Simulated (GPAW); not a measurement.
# CuF (P4/mmm) in GPAW: a series of runs

The runs below take CuF through Fermi surface, phonons, with PBE+D4, PBEsol.

Everything below comes from runs of GPAW 26.7.0. Logs are shortened: lines on timing, memory, paths and dates and some standing lists are left out, and cuts for length are marked. The log counts tension as positive stress, the text compression.

### 1 The structure

Symmetry: P4/mmm, No. 123, tetragonal system. Conventional cell: a = 2.471 Å, b = 2.471 Å, c = 3.417 Å, α = 90.00°, β = 90.00°, γ = 90.00°. Around Cu (site symmetry 4/mmm) lie 8 F at 2.44 Å and 4 Cu at 2.47 Å. F (site symmetry 4/mmm) has 8 Cu at 2.44 Å and 4 F at 2.47 Å as nearest neighbours.

The cell was built by a generator and needn't be a form met in nature.

### 2 Fermi surface, PBE+D4

The input, run.py:

```python
import json
import numpy as np
from ase.calculators.mixing import SumCalculator
from ase.dft.bandgap import bandgap
from ase.io import read, write
from ase.units import GPa
from dftd4.ase import DFTD4
from gpaw import GPAW, PW

atoms = read('POSCAR')

calc = GPAW(mode=PW(680),
            xc='PBE',
            kpts={'size': (7, 7, 5), 'gamma': True},
            occupations={'name': 'fermi-dirac', 'width': 0.01},
            nbands=19,
            convergence={'density': 1e-05, 'energy': 1e-05},
            maxiter=150,
            txt='gpaw.txt')
atoms.calc = SumCalculator([calc, DFTD4(method='pbe')])
energy = atoms.get_potential_energy()
forces = atoms.get_forces()
stress = atoms.get_stress()
calc.write('gs.gpw')
write('result.traj', atoms)
print(f'Energy: {energy:.6f} eV')
print('Forces (eV/A):')
print(forces.round(4))
print('Stress (GPa):', (stress / GPa).round(3))
print('Fermi level:', round(calc.get_fermi_level(), 4), 'eV')
print(f'Gap: {bandgap(calc)[0]:.4f} eV, direct: {bandgap(calc, direct=True)[0]:.4f} eV')

size = (12, 12, 8)
dense = calc.fixed_density(kpts={'size': size, 'gamma': True}, update_fermi_level=True,
                           convergence={'bands': 'CBM+2.0', 'eigenstates': 1e-7}, txt='dense.txt')
ef = dense.get_fermi_level()
index = np.round(dense.get_bz_k_points() * size).astype(int) % size
recip = 2 * np.pi * atoms.cell.reciprocal()
sheets = []
for s, e_kn in enumerate(dense.eigenvalues()):
    for n in range(e_kn.shape[1] - 2):
        if e_kn[:, n].min() < ef < e_kn[:, n].max():
            e = np.empty(size)
            e[tuple(index.T)] = e_kn[dense.get_bz_to_ibz_map(), n] - ef
            de = np.array([(np.roll(e, -1, c) - np.roll(e, 1, c)) * size[c] / 2 for c in range(3)])
            v = np.linalg.norm(np.einsum('vc,cxyz->vxyz', np.linalg.inv(recip), de), axis=0)
            w = np.exp(-(e / 0.1)**2) / (0.1 * np.pi**0.5)
            sheets.append({'spin': s, 'band': n, 'filled': (e < 0).mean(), 'dos': w.mean(), 'bottom': e.min(), 'top': e.max(),
                           'velocity': (w * v).sum() / w.sum() * 1.519267e5, 'slice': e[:, :, 0].round(3).tolist()})
            print(f'spin {s} band {n}: filled share {sheets[-1]["filled"]:.3f}, from {e.min():.3f} to {e.max():.3f} eV,',
                  f'{w.mean():.3f} states/eV, mean velocity {sheets[-1]["velocity"]:.3e} m/s')
print('Fermi level on the dense mesh:', round(ef, 4), 'eV,', len(sheets), 'sheets')
json.dump({'ef': ef, 'sheets': sheets}, open('fermi.json', 'w'))
```

The input, POSCAR:

```
CuF
1.0
    2.4710065500      0.0000000000      0.0000000000
    0.0000000000      2.4710065500      0.0000000000
    0.0000000000      0.0000000000      3.4165013900
Cu F
1 1
Direct
    0.0000000000      0.0000000000      0.0000000000
    0.5000000000      0.5000000000      0.5000000000
```

Potentials or basis: GPAW PAW data sets (gpaw-data 1.2.1), pw.

Run with:

```
$ OMP_NUM_THREADS=1 python run.py
```

gpaw.txt:

```text
__  _  _
 | _ |_)|_||  |
 |__||  | ||/\| - 26.7.0

Input parameters:
  mode=PW(ecut=680.0),
  convergence={'density': 1e-05, 'energy': 1e-05},
  kpts=MonkhorstPack(size=(7, 7, 5), gamma=True),
  maxiter=150,
  nbands=19,
  occupations=Occupations(name='fermi-dirac', width=0.01),
  xc=XC(name='PBE')

Diagonalizing LCAO Hamiltonian
Converting LCAO to pw mode
   .-----.
  /|     |
 * |     |
 | | F   |
 | .-----.
 |/     /
 Cu----*

Atoms  # Å, Bohr magnetons
|   | symbol |        x |        y |        z |    initial magnetic moments |
|---|--------|----------|----------|----------|-----------------------------|
| 0 |     Cu | 0.000000 | 0.000000 | 0.000000 | ( 0.0000,  0.0000,  0.0000) |
| 1 |      F | 1.235503 | 1.235503 | 1.708251 | ( 0.0000,  0.0000,  0.0000) |

Unit cell  # Å
| periodic |        x |        y |        z |  lengths |    angles |
|----------|----------|----------|----------|----------|-----------|
|      yes | 2.471007 | 0.000000 | 0.000000 | 2.471007 | 90.000000 |
|      yes | 0.000000 | 2.471007 | 0.000000 | 2.471007 | 90.000000 |
|      yes | 0.000000 | 0.000000 | 3.416501 | 3.416501 | 90.000000 |

Number of symmetries: 16
Symmetry operations  # r_c * U_cc + t_c -> r_c
|    | kind |            matrix            |
|----|------|------------------------------|
|  0 |  E   |  1, 0, 0,  0, 1, 0,  0, 0, 1 |
|  1 |  σ   |  1, 0, 0,  0, 1, 0,  0, 0,-1 |
|  2 |  σ   |  1, 0, 0,  0,-1, 0,  0, 0, 1 |
|  3 |  C2  |  1, 0, 0,  0,-1, 0,  0, 0,-1 |
|  4 |  σ   |  0, 1, 0,  1, 0, 0,  0, 0, 1 |
|  5 |  C2  |  0, 1, 0,  1, 0, 0,  0, 0,-1 |
|  6 |  C4  |  0, 1, 0, -1, 0, 0,  0, 0, 1 |
|  7 |  S4  |  0, 1, 0, -1, 0, 0,  0, 0,-1 |
|  8 |  C4  |  0,-1, 0,  1, 0, 0,  0, 0, 1 |
|  9 |  S4  |  0,-1, 0,  1, 0, 0,  0, 0,-1 |
| 10 |  σ   |  0,-1, 0, -1, 0, 0,  0, 0, 1 |
| 11 |  C2  |  0,-1, 0, -1, 0, 0,  0, 0,-1 |
| 12 |  σ   | -1, 0, 0,  0, 1, 0,  0, 0, 1 |
| 13 |  C2  | -1, 0, 0,  0, 1, 0,  0, 0,-1 |
| 14 |  C2  | -1, 0, 0,  0,-1, 0,  0, 0, 1 |
| 15 |  i   | -1, 0, 0,  0,-1, 0,  0, 0,-1 |

BZ-sampling:
  Number of BZ points: 245
  Number of IBZ points: 30

  Monkhorst-Pack size: [7, 7, 5]
  Monkhorst-Pack shift: [0, 0, 0]

K-points  # in reciprocal-cell coordinates
|     |                                coordinates |     weight |
|-----|--------------------------------------------|------------|
|   0 | (  0.00000000,   0.00000000,   0.00000000) | 0.00408163 |
|   1 | (  0.00000000,   0.00000000,   0.20000000) | 0.00816327 |
|   2 | (  0.00000000,   0.00000000,   0.40000000) | 0.00816327 |
|   3 | (  0.14285714,   0.00000000,   0.00000000) | 0.01632653 |
|   4 | (  0.14285714,   0.00000000,   0.20000000) | 0.03265306 |
|   5 | (  0.14285714,   0.00000000,   0.40000000) | 0.03265306 |
|   6 | (  0.14285714,   0.14285714,   0.00000000) | 0.01632653 |
|   7 | (  0.14285714,   0.14285714,   0.20000000) | 0.03265306 |
|   8 | (  0.14285714,   0.14285714,   0.40000000) | 0.03265306 |
|   9 | (  0.28571429,   0.00000000,   0.00000000) | 0.01632653 |
| ... |                                            |            |
|  29 | (  0.42857143,   0.42857143,   0.40000000) | 0.03265306 |

Plane wave coefficients: 855
Cutoff: 680.0 eV

Spin-components: 1 (collinear spins)
Bands:           19
Projectors:      11
Spin-degeneracy: 2
Datatype:        complex128

Parallelization:
  kpt:    1
  domain: 1
  band:   1

Density:
  Valence electrons: 18.0
  Components: 1
  Grid points: [15 15 21]
  Charge: 0.0  # |e|

Potential:
  Grid points: [15 15 21]

species:
  Cu:
    name:    Copper
    Z:       29.0
    valence: 11
    core:    18
    charge:  0.0  # [|e|]
    compensation charges:
      type: gauss
      rc: 0.33  # [Å]
      lmax: 2
    cutoffs:
      filter: 2.06  # [Å]
      core: 2.43  # [Å]
    projectors
    | kind |    occ | energy [eV] | rcut [Å] |
    |------|--------|-------------|----------|
    |   4s |  1.000 |      -4.609 |    1.164 |
    |   4p |  0.000 |      -0.698 |    1.164 |
    |   3d | 10.000 |      -5.039 |    1.058 |
    |    s |        |      22.603 |    1.164 |
    |    p |        |      26.513 |    1.164 |
    |    d |        |      22.172 |    1.058 |

    Using partial waves for Cu as LCAO basis

  F:
    name:    Fluorine
    Z:       9.0
    valence: 7
    core:    2
    charge:  0.0  # [|e|]
    compensation charges:
      type: gauss
      rc: 0.20  # [Å]
      lmax: 2
    cutoffs:
      filter: 1.14  # [Å]
      core: 0.74  # [Å]
    projectors
    | kind |    occ | energy [eV] | rcut [Å] |
    |------|--------|-------------|----------|
    |   2s |  2.000 |     -29.898 |    0.635 |
    |   2p |  5.000 |     -11.110 |    0.635 |
    |    s |        |      -2.687 |    0.635 |
    |    p |        |      16.102 |    0.635 |
    |    d |        |       0.000 |    0.635 |

    Using partial waves for F as LCAO basis

Reference energy: -47735.532626  # eV

eigensolver:
  PPCG
  Converge bands: occupied
  niter=2

density mixing:
  MSR1-Mixer
  Pratt-step length: 0.05
  Maximum mixing coefficient: 0.75
  Old densities: 10
  SVD Regularization: 0.005
  Good broyden scale: 1.0
  Trust region scale: 1.0
  Backstep threshold: 4.0
  History deletion threshold: 6.0
  Fourier metric: weight=20.0, sigma=0.015

occupation numbers:
  Fermi-Dirac:
    width: 0.0100  # eV

poisson solver:
  ecut: 5440.0  # eV

xc functional:
  name: PBE with 2 nearest neighbor stencil

convergence criteria:
- Maximum integral of absolute [dens]ity change: 1e-05 electrons / valence electron
- Maximum [total energy] change in last 3 cyles: 1e-05 eV / valence electron
- Maximum integral of absolute [eigenst]ate change: 4e-08 eV^2 / valence electron
maximum number of iterations: 150

SCF iterations
|iter     | |      energy | eigst |  dens |
|---------|-|-------------|-------|-------|
|iter:   1| |   -7.923085 | -0.56 |       |
|iter:   2| |   -7.380648 | -2.48 | -1.11 |
|iter:   3| |   -6.670753 | -1.69 | -1.22 |
|iter:   4| |   -6.643265 | -3.72 | -1.65 |
|iter:   5| |   -6.629972 | -3.41 | -1.83 |
|iter:   6| |   -6.629535 | -4.22 | -2.36 |
|iter:   7| |   -6.629559 | -5.47 | -3.13 |
|iter:   8| |   -6.629562c| -6.62 | -3.66 |
|iter:   9| |   -6.629562c| -7.64c| -4.15 |
|iter:  10| |   -6.629562c| -7.60c| -4.82 |
|iter:  11| |   -6.629562c| -8.48c| -5.38c|

Converged in 11 steps
Energy contributions relative to reference atoms: (reference = -47735.532626)

Energy contributions:
  Kinetic:           7.972343
  Coulomb:          -7.970330
  Zero:              0.177281
  External:          0.000000
  Xc:               -6.808493
  Entropy:          -0.000725
  Spinorbit:         0.000000
  ----------------------------
  Free energy:      -6.629925
  Extrapolated:     -6.629562

dipole moment: (-5.202504, -5.202504, -7.193167)  # |e|*Ang

Fermi level: 5.091
Eigenvalues  # (at kpt = [0.000, 0.000, 0.000])
| band index |      eig [eV] | occ [0-2] |
|------------|---------------|-----------|
|          0 |       -18.123 |     2.000 |
|        ... |               |           |
|          2 |         1.525 |     2.000 |
|          3 |         2.567 |     2.000 |
|          4 |         2.584 |     2.000 |
|          5 |         2.584 |     2.000 |
|          6 |         4.375 |     2.000 |
|          7 |         4.596 |     2.000 |
[... 9 lines left out ...]
|         17 |        35.699 |     0.000 |
|         18 |        36.093 |     0.000 |

No gap
No difference between direct/indirect transitions

Forces  # eV/Ang
|       x |       y |       z |
|---------|---------|---------|
| 0.00000 | 0.00000 | 0.00000 |  # Cu   0
| 0.00000 | 0.00000 | 0.00000 |  # F    1

Stress tensor  # eV/Ang^3
|         x |         y |        z |
|-----------|-----------|----------|
| -0.073537 |  0.000000 | 0.000000 |
|  0.000000 | -0.073537 | 0.000000 |
|  0.000000 |  0.000000 | 0.072066 |

# Writing to gs.gpw (mode='')
```

It took 36 s on 1 thread of AMD EPYC 7R43 (Zen 3), shared host; peak memory 0.22 GiB.

What came out:

| Quantity | Value |
| --- | --- |
| Free energy | -7.1752 eV |
| Pressure | 0.7 GPa |
| Band gap on the k mesh | none (metal or under the smearing width) |
| Dispersion energy per atom | -0.273 eV |

Caveat: the k mesh is coarse (spacing up to 0.37 Å⁻¹), so the values aren't converged; with this Cu data set, volumes or pressures lay over 1.5 % or 2 GPa off other programs in two to four cells of ten; the cutoff is short for stress and forces, so pressures can be off by a GPa or more; the run has no spin polarisation, though such a crystal can be magnetic; semilocal functionals often make such compounds metallic where correlation or magnetic order opens a gap, which also shifts bond lengths; pairwise dispersion overbinds metals, which lowers pressure and volume. With open d or f shells a metallic result of PBE can be an artefact of self-interaction; +U or a hybrid may open a gap.

[end of part 1 of 2]
